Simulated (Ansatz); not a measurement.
# CHGeO (doublet): wave-function methods side by side at a displaced geometry (v1), cc-pVDZ

An exercise on one series of results from a longer session: the logs are not shown, and one member is left open.

Program: Ansatz 0.2.0, Gaussian basis. Level of theory: cc-pVDZ, core rule «outside noble gas», up to 16 orbitals frozen. These are calculated values, not measurements.

To be run: UHF; CCSD(T) on ROHF; CCSD(T) on UHF; BCCD(T) on ROHF; CISD; CCSDT(Q) on ROHF; CCSDT(Q) on UHF; CASSCF and MRCISD+Q, 9 electrons in 9 orbitals; CASSCF and NEVPT2, 9 electrons in 9 orbitals.

20 further runs of the same task are left out: 10 that didn't finish, 10 set aside as unsound or not needed.

**The geometry**

The geometry is a PBE0/def2-TZVP stationary point (not a proven minimum) with its atoms shifted at random (size 0.040 Å). No spin-orbit coupling is included. The filled d shell of Ge may be among the frozen orbitals whatever the setting's name suggests; the logs give the count.

4 atoms, charge 0, spin multiplicity 2.

Atoms are counted from 1 here; the program's logs count them from 0.

Bond lengths: Ge1–C2 1.786 Å, C2–O3 1.330 Å, O3–H4 0.907 Å. Angles: Ge1–C2–O3 177.6°, C2–O3–H4 114.0°.

The first run:

Input file in.yaml:

```yaml
crystal:
  periodic: [false, false, false]
  atoms:
    - {symbol: Ge, position_ang: [0.002333, -0.162275, 2.103455]}
    - {symbol: C, position_ang: [0.001541, -0.185318, 0.317994]}
    - {symbol: O, position_ang: [0.049452, -0.230077, -1.010791]}
    - {symbol: H, position_ang: [-0.053325, 0.577670, -1.410657]}
basis:
  gaussian: {orbitals: cc-pVDZ}
magnetization: {spin_polarized: true, initial_magnetization: 1}
hamiltonian: {xc: hf}
output: {orbitals: {seedname: orbitals}}
```

On the command line:

```console
> ansatz run in.yaml --threads 1 --pin off --events-out ev --progress --plain --max-ram 2393MiB
```

Steps of the session up to this table: UHF; CCSD(T) on ROHF; CCSD(T) on UHF; BCCD(T) on ROHF; CISD; CCSDT(Q) on ROHF; CCSDT(Q) on UHF; CASSCF and MRCISD+Q, 9 electrons in 9 orbitals; CASSCF and NEVPT2, 9 electrons in 9 orbitals.

One table of the session follows, with a row left open; its other results are not shown here.

| method | from UCCSDT(Q) (meV) |
| --- | --- |
| ROHF | +11486.0 |
| RMP2 | ? |
| UMP2 | +1561.3 |
| RCCSD | +528.8 |
| UCCSD | +544.8 |
| RCCSD(T) | +82.7 |
| UCCSD(T) | +105.5 |
| BCCD(T) | +81.2 |
| RCCSDT | +54.6 |
| UCCSDT | +56.7 |
| RCCSDT(Q) | +5.4 |
| UCCSDT(Q) | 0 |
| CASSCF frontier | +8264.4 |
| NEVPT2 frontier | +1274.9 |
| MRCISD frontier | +876.3 |
| MRCISD+Q frontier | +167.2 |

Q: Estimate the row for RMP2 from the others.

The run gave: from UCCSDT(Q) (meV): +1114.5. In the column «from UCCSDT(Q) (meV)» it lies between MRCISD frontier (+876.3) and NEVPT2 frontier (+1274.9).

Not comparable, so not listed: CISD (they don't share determinant, frozen orbitals or solution with the rows shown, or repeat one).

To keep in mind: Left out of the table: UHF (another determinant or state than the rows shown). Restricted and unrestricted rows rest on different reference determinants; where their highest levels disagree by more than a few hundredths of an eV, they describe different states and don't form one ladder.
